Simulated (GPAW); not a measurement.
Ge3Pd:

```
CELL_PARAMETERS angstrom
4.14202 0.00000 0.00000
0.00000 4.14202 0.00000
0.00000 0.00000 4.14202
ATOMIC_POSITIONS crystal
Pd 0.00000 0.00000 0.00000
Ge 0.50000 0.50000 0.00000
Ge 0.50000 0.00000 0.50000
Ge 0.00000 0.50000 0.50000
```

The cell comes from a database or a generator and needn't be the stable form of this composition.

```yaml
Program: GPAW 26.7.0
Task: relaxation of cell and atoms
Functional: PBEsol
Potentials_or_basis: PAW data sets generated in the run's folder for this functional
Cutoff: 600 eV
Basis: pw
k_mesh: 7 × 7 × 7
Occupations: fermi-dirac, width 0.05 eV
Spin: no spin polarisation
```

At the start: pressure -4.8 GPa; volume 17.77 Å³/atom.

Task: Where does the relaxation end?

Result: Over 4 steps the energy falls by 14.6 meV/atom and the volume is 16.86 Å³/atom (-5.1 %); space group Pm-3m (No. 221, to 0.05 Å).

Step by step:
| step | energy change (eV) | largest force (eV/Å) | pressure (GPa) | volume (Å³) |
| --- | --- | --- | --- | --- |
| 1 | 0.0000 | 0.0000 | -4.80 | 71.06 |
| 2 | -0.0116 | 0.0000 | -4.34 | 70.66 |
| 3 | -0.0579 | 0.0000 | 0.45 | 67.13 |
| 4 | -0.0583 | 0.0000 | -0.03 | 67.43 |

Final structure:
```yaml
crystal:
  lattice:
    - [4.07030, 0.00000, 0.00000]
    - [0.00000, 4.07030, 0.00000]
    - [0.00000, 0.00000, 4.07030]
  atoms:
    - { symbol: Pd, position: [0.00000, 0.00000, 0.00000] }
    - { symbol: Ge, position: [0.50000, 0.50000, 0.00000] }
    - { symbol: Ge, position: [0.50000, 0.00000, 0.50000] }
    - { symbol: Ge, position: [0.00000, 0.50000, 0.50000] }
```

Caveat: later steps reuse the first step's grids.
